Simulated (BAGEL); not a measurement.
# PBE0/def2-SVP (density fitting with qzvpp-jkfit) run of CH3ClGaN (SMILES C#[N+][GaH2-][Cl])

Aim: the energy change on altering one bond length of CH3ClGaN at PBE0/def2-SVP (density fitting with qzvpp-jkfit), from 2 runs. 

The calculation is run with BAGEL 1.2.2.

6 further runs of the same task are left out: 5 that didn't finish, 1 set aside as unsound or not needed.

**1. The structure to begin with**

CH3ClGaN: 7 atoms, total charge 0, spin state singlet. As SMILES, `C#[N+][GaH2-][Cl]`. Geometry: a GFN2-xTB relaxation, a rough one for these elements and not checked as a minimum.

Bond lengths: C1–N2 1.140 Å, N2–Ga3 2.134 Å, Ga3–Cl4 2.077 Å, C1–H5 1.061 Å, Ga3–H6 1.552 Å, Ga3–H7 1.543 Å. Angles: C1–N2–Ga3 158.9°, N2–Ga3–Cl4 101.2°, N2–C1–H5 179.1°, N2–Ga3–H6 91.4°, N2–Ga3–H7 96.8°, Cl4–Ga3–H6 118.1°, Cl4–Ga3–H7 119.1°, H6–Ga3–H7 119.0°.

**2. A single-point energy at PBE0/def2-SVP (density fitting with qzvpp-jkfit)**

Contents of input.json:

```json
{ "bagel" : [

{
  "title" : "molecule",
  "basis" : "svp",
  "df_basis" : "qzvpp-jkfit",
  "angstrom" : true,
  "geometry" : [
    { "atom" : "C", "xyz" : [   -0.382180,   -1.021910,   -1.599270 ] },
    { "atom" : "N", "xyz" : [    0.131730,   -0.505680,   -0.721770 ] },
    { "atom" : "Ga", "xyz" : [    0.344300,    0.600600,    1.090150 ] },
    { "atom" : "Cl", "xyz" : [   -0.894170,    2.225660,    0.719320 ] },
    { "atom" : "H", "xyz" : [   -0.846010,   -1.508340,   -2.420390 ] },
    { "atom" : "H", "xyz" : [   -0.227690,   -0.578620,    1.920780 ] },
    { "atom" : "H", "xyz" : [    1.874010,    0.788290,    1.011180 ] }
  ]
},
{
  "title" : "ks",
  "xc_func" : "pbe0"
},
{
  "title" : "print",
  "file" : "orbitals.molden",
  "orbitals" : true
}

]}
```

The run is started by

```sh
$ BAGEL_NUM_THREADS=1 BAGEL input.json > input.out
```

Output:

```text
* using 1 threads per process

  ===============================================================
  ===============================================================

  *** Geometry ***

  { "atom" : "C", "xyz" : [     -0.722216,     -1.931130,     -3.022182 ] },
  { "atom" : "N", "xyz" : [      0.248934,     -0.955597,     -1.363948 ] },
  { "atom" : "Ga", "xyz" : [      0.650633,      1.134970,      2.060085 ] },
  { "atom" : "Cl", "xyz" : [     -1.689736,      4.205888,      1.359318 ] },
  { "atom" : "H", "xyz" : [     -1.598727,     -2.850350,     -4.573874 ] },
  { "atom" : "H", "xyz" : [     -0.430272,     -1.093433,      3.629748 ] },
  { "atom" : "H", "xyz" : [      3.541366,      1.489652,      1.910853 ] },

  Number of auxiliary basis functions:      600

  Since a DF basis is specified, we compute 2- and 3-index integrals:
    o Being stored without compression. Storage requirement is 0.042 GB

  Number of basis functions:       93
  Number of electrons      :       64

    * METHOD: MOLECULE                             0.80

  *** Kohn-Sham DFT ***

    * Removing 11666 points whose weight is below 1.00e-10
    * Grid points: 92676

  === Nuclear Repulsion ===
   313.0800426434

       - DIIS with orbital gradients will be used.

  === KS iteration (pbe0 / svp) ===
      0      -2400.22659455          0.09480166           0.60
      1      -2075.18848175          0.18302683           0.57
      2      -2359.56566813          0.09452422           0.58
      3      -2374.10327081          0.14758522           0.58
      4      -2449.65175761          0.17086513           0.60
      5      -2386.89626014          0.19688182           0.58
      6      -2386.73074213          0.19420985           0.58
      7      -2366.24431494          0.15242326           0.57
      8      -2400.25470706          0.11565401           0.56
      9      -2388.61292851          0.19844743           0.57
     10      -2470.96643432          0.07636244           0.58
     11      -2475.51239679          0.09776375           0.56
     12      -2477.14756582          0.06843373           0.56
     13      -2478.01505871          0.03894207           0.57
     14      -2478.42307619          0.02223344           0.56
     15      -2478.70958151          0.00688940           0.56
     16      -2478.73481593          0.00387501           0.56
     17      -2478.74436884          0.00052214           0.56
     18      -2478.74455374          0.00006408           0.56
     19      -2478.74455672          0.00003033           0.56
     20      -2478.74455782          0.00000843           0.56
     21      -2478.74455786          0.00000415           0.56
     22      -2478.74455787          0.00000068           0.57
     23      -2478.74455787          0.00000040           0.56
     24      -2478.74455787          0.00000013           0.56
     25      -2478.74455787          0.00000002           0.56
     26      -2478.74455787          0.00000001           0.56
    * SCF iteration converged.

    * Permanent dipole moment:
           (    0.354029,     1.570727,     1.856141) a.u.

    * METHOD: KS                                  16.24

    * METHOD: PRINT                                0.02

  ===============================================================
```

Run time: 17 s. Hardware: 1 thread of Intel Xeon Platinum 8259CL at 2.50GHz (Skylake/Cascade Lake), shared host; peak memory 0.46 GiB.

**3. The distorted shape**

Contents of calc.json:

```json
{ "bagel" : [

{
  "title" : "molecule",
  "basis" : "svp",
  "df_basis" : "qzvpp-jkfit",
  "angstrom" : true,
  "geometry" : [
    { "atom" : "C", "xyz" : [   -0.637260,   -2.349425,   -3.773539 ] },
    { "atom" : "N", "xyz" : [   -0.123350,   -1.833195,   -2.896039 ] },
    { "atom" : "Ga", "xyz" : [    0.344300,    0.600600,    1.090150 ] },
    { "atom" : "Cl", "xyz" : [   -0.894170,    2.225660,    0.719320 ] },
    { "atom" : "H", "xyz" : [   -1.101090,   -2.835855,   -4.594659 ] },
    { "atom" : "H", "xyz" : [   -0.227690,   -0.578620,    1.920780 ] },
    { "atom" : "H", "xyz" : [    1.874010,    0.788290,    1.011180 ] }
  ]
},
{ "title" : "ks", "xc_func" : "pbe0", "charge" : 0 },
{ "title" : "print", "file" : "orbitals.molden", "orbitals" : true }

]}
```

The run is started by

```sh
$ BAGEL_NUM_THREADS=1 BAGEL calc.json > calc.out
```

Output:

```text
* using 1 threads per process

  ===============================================================
  ===============================================================

  *** Geometry ***

  { "atom" : "C", "xyz" : [     -1.204247,     -4.439770,     -7.130955 ] },
  { "atom" : "N", "xyz" : [     -0.233098,     -3.464236,     -5.472721 ] },
  { "atom" : "Ga", "xyz" : [      0.650633,      1.134970,      2.060085 ] },
  { "atom" : "Cl", "xyz" : [     -1.689736,      4.205888,      1.359318 ] },
  { "atom" : "H", "xyz" : [     -2.080759,     -5.358989,     -8.682647 ] },
  { "atom" : "H", "xyz" : [     -0.430272,     -1.093433,      3.629748 ] },
  { "atom" : "H", "xyz" : [      3.541366,      1.489652,      1.910853 ] },

  Number of auxiliary basis functions:      600

  Since a DF basis is specified, we compute 2- and 3-index integrals:
    o Being stored without compression. Storage requirement is 0.042 GB

  Number of basis functions:       93
  Number of electrons      :       64

    * METHOD: MOLECULE                             0.65

  *** Kohn-Sham DFT ***

    * Removing 9738 points whose weight is below 1.00e-10
    * Grid points: 94604

  === Nuclear Repulsion ===
   253.3048876829

       - DIIS with orbital gradients will be used.

  === KS iteration (pbe0 / svp) ===
      0      -2389.68079053          0.09026908           0.78
      1      -2004.87826645          0.13762323           0.63
      2      -2292.90501397          0.08695461           0.60
      3      -2453.62334007          0.10600028           0.60
      4      -2410.60563454          0.19558063           0.74
      5      -2469.94387363          0.06291493           0.66
      6      -2464.60387526          0.15101841           0.62
      7      -2315.27795544          0.14072682           0.59
      8      -2437.14275196          0.08488182           0.60
      9      -2478.69604232          0.00632631           0.63
     10      -2478.71921248          0.00311044           0.70
     11      -2478.72333602          0.00212966           0.61
     12      -2478.72488345          0.00112057           0.62
     13      -2478.72548183          0.00036914           0.65
     14      -2478.72557408          0.00011066           0.61
     15      -2478.72558264          0.00002040           0.66
     16      -2478.72558291          0.00000717           0.59
     17      -2478.72558294          0.00000638           0.59
     18      -2478.72558296          0.00000164           0.60
     19      -2478.72558296          0.00000076           0.60
     20      -2478.72558296          0.00000003           0.59
     21      -2478.72558296          0.00000001           0.59
     22      -2478.72558296          0.00000000           0.64
    * SCF iteration converged.

    * Permanent dipole moment:
           (    0.245324,     1.029272,     1.082692) a.u.

    * METHOD: KS                                  15.35

    * METHOD: PRINT                                0.02

  ===============================================================
```

Wall time 17 s (1 thread of Intel Xeon Platinum 8259CL at 2.50GHz (Skylake/Cascade Lake), shared host); peak memory 0.47 GiB.

**4. Outcome**

Level: PBE0/def2-SVP (density fitting with qzvpp-jkfit).

```
                                                          quantity           value
                                         first shape: total energy  -2478.74456 Eh
                                        first shape: dipole moment          6.25 D
                                          first shape: HOMO energy        -7.31 eV
                                          first shape: LUMO energy        -1.31 eV
                                        first shape: HOMO–LUMO gap         6.00 eV
                                     distorted shape: total energy  -2478.72558 Eh
                                    distorted shape: dipole moment          3.85 D
                                      distorted shape: HOMO energy        -8.03 eV
                                      distorted shape: LUMO energy        -1.52 eV
                                    distorted shape: HOMO–LUMO gap         6.51 eV
energy change with the N2–Ga3 bond stretched from 2.134 to 4.694 Å        0.516 eV
```

**Reading.** With the N2–Ga3 bond stretched from 2.134 to 4.694 Å the energy rises by 0.52 eV (11.9 kcal/mol). The first shape isn't relaxed at this level, so the change isn't measured from a minimum.
